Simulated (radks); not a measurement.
**Ionising silver step by step, Ag³⁰⁺ to Ag³⁸⁺**

Wanted: the ionisation ladder of silver and its errors against NIST. Each value is a difference of total energies (Δ-SCF).

The numbers are computed with radks (a radial shooting solver on a logarithmic mesh, Libxc functionals) version 1 (scalar-relativistic Kohn-Sham, SCAN, spin-polarised, spherical densities, finite nucleus; open shells are filled with parallel spins first), except any that are marked as measured or tabulated.

## Step 1: The system

| Property | Result |
| --- | --- |
| element | silver (Z = 47) |
| charges | 30 to 38 |
| first configuration | [Ne] 3s2 3p5 |
| last configuration | [He] 2s2 2p5 |

The outer shells:

Ag³⁰⁺
```
[Ne] core
3s [↑↓]
3p [↑↓][↑↓][↑ ]
```

Ag³⁸⁺
```
[He] core
2s [↑↓]
2p [↑↓][↑↓][↑ ]
```

## Step 2: Ag³⁰⁺, [Ne] 3s2 3p5

The run's settings:

```text
Z 47
configuration [Ne] 3s2 3p5
relativity scalar-relativistic
functional scan,scan
spin polarised
nucleus finite rms 4.5454 fm
c 137.035999084
```

## Step 3: Ag³¹⁺, [Ne] 3s2 3p4

Settings, as their differences from step 2:

```diff
@@ -1,3 +1,3 @@
 Z 47
-configuration [Ne] 3s2 3p5
+configuration [Ne] 3s2 3p4
 relativity scalar-relativistic
```

## Step 4: Ag³²⁺, [Ne] 3s2 3p3

Settings, as their differences from step 3:

```diff
@@ -1,3 +1,3 @@
 Z 47
-configuration [Ne] 3s2 3p4
+configuration [Ne] 3s2 3p3
 relativity scalar-relativistic
```

## Step 5: Ag³³⁺, [Ne] 3s2 3p2

Settings, as their differences from step 4:

```diff
@@ -1,3 +1,3 @@
 Z 47
-configuration [Ne] 3s2 3p3
+configuration [Ne] 3s2 3p2 4s0 3d0
 relativity scalar-relativistic
```

## Step 6: Ag³⁴⁺, [Ne] 3s2 3p1

The run's settings:

```text
Z 47
configuration [Ne] 3s2 3p1 4s0 3d0
relativity scalar-relativistic
functional scan,scan
spin polarised
nucleus finite rms 4.5454 fm
c 137.035999084
```

## Step 7: Ag³⁵⁺, [Ne] 3s2

The run's settings:

```text
Z 47
configuration [Ne] 3s2 3p0 4s0
relativity scalar-relativistic
functional scan,scan
spin polarised
nucleus finite rms 4.5454 fm
c 137.035999084
```

## Step 8: Ag³⁶⁺, [Ne] 3s1

Settings, as their differences from step 7:

```diff
@@ -1,3 +1,3 @@
 Z 47
-configuration [Ne] 3s2 3p0 4s0
+configuration [Ne] 3s1 3p0 4s0
 relativity scalar-relativistic
```

## Step 9: Ag³⁷⁺, [Ne]

Settings, as their differences from step 8:

```diff
@@ -1,3 +1,3 @@
 Z 47
-configuration [Ne] 3s1 3p0 4s0
+configuration [Ne]
 relativity scalar-relativistic
```

## Step 10: Ag³⁸⁺, [He] 2s2 2p5

Settings, as their differences from step 9:

```diff
@@ -1,3 +1,3 @@
 Z 47
-configuration [Ne]
+configuration [He] 2s2 2p5
 relativity scalar-relativistic
```

What does the calculation give? Wanted: for each run, species; configuration; Δ-SCF; −ε(HOMO); NIST; error.

The runs gave:

```tsv
species	configuration	Δ-SCF (eV)	−ε(HOMO) (eV)	NIST (eV)	error (%)
Ag³⁰⁺	[Ne] 3s2 3p5	1830.5	1798.4	1811 (semi-emp.)	+1.1
Ag³¹⁺	[Ne] 3s2 3p4	1894.5	1863.4	1888 (semi-emp.)	+0.3
Ag³⁷⁺	[Ne]	5625.2	5532.4	5558 (semi-emp.)	+1.2
```

Reference values: NIST Atomic Spectra Database (exp. measured, semi-emp. semi-empirical, theory a theoretical value adopted there). The steepest step, after dividing by the final charge, comes at Ag³⁷⁺ in [Ne], where the value goes from 1894.5 to 5625.2 eV. There the highest level belongs to another shell. Against the measured or semi-empirical entries the Δ-SCF values err by +0.9 % on average (signed), at worst +1.2 % (Ag³⁷⁺). Minus the highest eigenvalue gives 98 to 98 % of the Δ-SCF value along the ladder. Open shells are spherical and high-spin; term and fine-structure splittings are not resolved.
